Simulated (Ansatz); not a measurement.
# MnS: the cost of one run

Method: DFT PBEsol+U (U_eff = 4 eV on Mn d), plane waves, PAW, in Ansatz 0.2.0.

The COD entry's cell or inner coordinates are ideal or old and differ from later refinements, so a difference from it is no clean test against experiment.

3 further runs of the same task are left out: 3 that didn't finish.

## 1. The system as given

The structure is hexagonal, space group P6_3mc (No. 186). The conventional cell has a = 3.976 Å, b = 3.976 Å, c = 6.432 Å, α = 90.00°, β = 90.00°, γ = 120.00°. Mn (site symmetry 3m) is surrounded by 4 S at 2.41 to 2.48 Å. Around S (site symmetry 3m) lie 4 Mn at 2.41 to 2.48 Å.

Structure file:

```cif
data_structure
_symmetry_space_group_name_H-M 'P6_3mc'
_symmetry_Int_Tables_number 186
_cell_length_a 3.9760
_cell_length_b 3.9760
_cell_length_c 6.4320
_cell_angle_alpha 90.000
_cell_angle_beta 90.000
_cell_angle_gamma 120.000
_cell_volume 88.06
loop_
_atom_site_label
_atom_site_type_symbol
_atom_site_symmetry_multiplicity
_atom_site_Wyckoff_symbol
_atom_site_fract_x
_atom_site_fract_y
_atom_site_fract_z
_atom_site_occupancy
Mn1 Mn 2 b 0.33333 0.66667 0.00000 1
S1 S 2 b 0.33333 0.66667 0.61500 1
```

An earlier series on this cell reached its lowest free state from «antiferromagnetic site moments held at first, then free», perhaps among other starts.

## 2. Ferrimagnetic site moments held at first, then free

input.yaml

```yaml
crystal:
  lattice:
    - [3.97600161, 0.0, 0.0]
    - [-1.9880008, 3.4433184, 0.0]
    - [0.0, 0.0, 12.864001]
  atoms:
    - { symbol: Mn, position: [0.3333333333, 0.6666666667, 0.0], spin: 4.33 }
    - { symbol: Mn, position: [0.6666666667, 0.3333333333, 0.25], spin: -1.73 }
    - { symbol: S, position: [0.3333333333, 0.6666666667, 0.1925] }
    - { symbol: S, position: [0.6666666667, 0.3333333333, 0.4425] }
    - { symbol: Mn, position: [0.3333333333, 0.6666666667, 0.5], spin: 4.33 }
    - { symbol: Mn, position: [0.6666666667, 0.3333333333, 0.75], spin: -1.73 }
    - { symbol: S, position: [0.3333333333, 0.6666666667, 0.6925] }
    - { symbol: S, position: [0.6666666667, 0.3333333333, 0.9425] }
basis:
  ecutwfc: 420
  ecutrho_ratio: 4
kpoints:
  mp_grid: { grid: [6, 6, 2] }
hamiltonian:
  xc: pbesol
  hubbard:
    sites:
      - { site: 0, l: d, u_eff: 4.0 }
      - { site: 1, l: d, u_eff: 4.0 }
      - { site: 4, l: d, u_eff: 4.0 }
      - { site: 5, l: d, u_eff: 4.0 }
scf:
  occupations: { method: gaussian, width: 0.05 }
  lower_state_search: "off"
  max_iter: 150
output:
  forces: true
  stress: true
  eigenvalues: true
  populations: true
  hubbard:
    sites:
      - { site: 0, l: d }
      - { site: 1, l: d }
      - { site: 4, l: d }
      - { site: 5, l: d }
magnetization:
  spin_polarized: true
  spin_locking: { lock_spins: true, n_iters: 12 }
```

The lock is temporary (n_iters 12) and is released on the way.

Run with:

```
> ansatz run input.yaml --threads 4 --pin off --max-ram 6144MiB --backend cpu --events-out ev --progress --plain --runs-dir out
```

Q: Estimate wall time and peak memory on 4 threads of Arm Neoverse V1, shared host.

About 35 s, with a peak of 0.69 GiB.
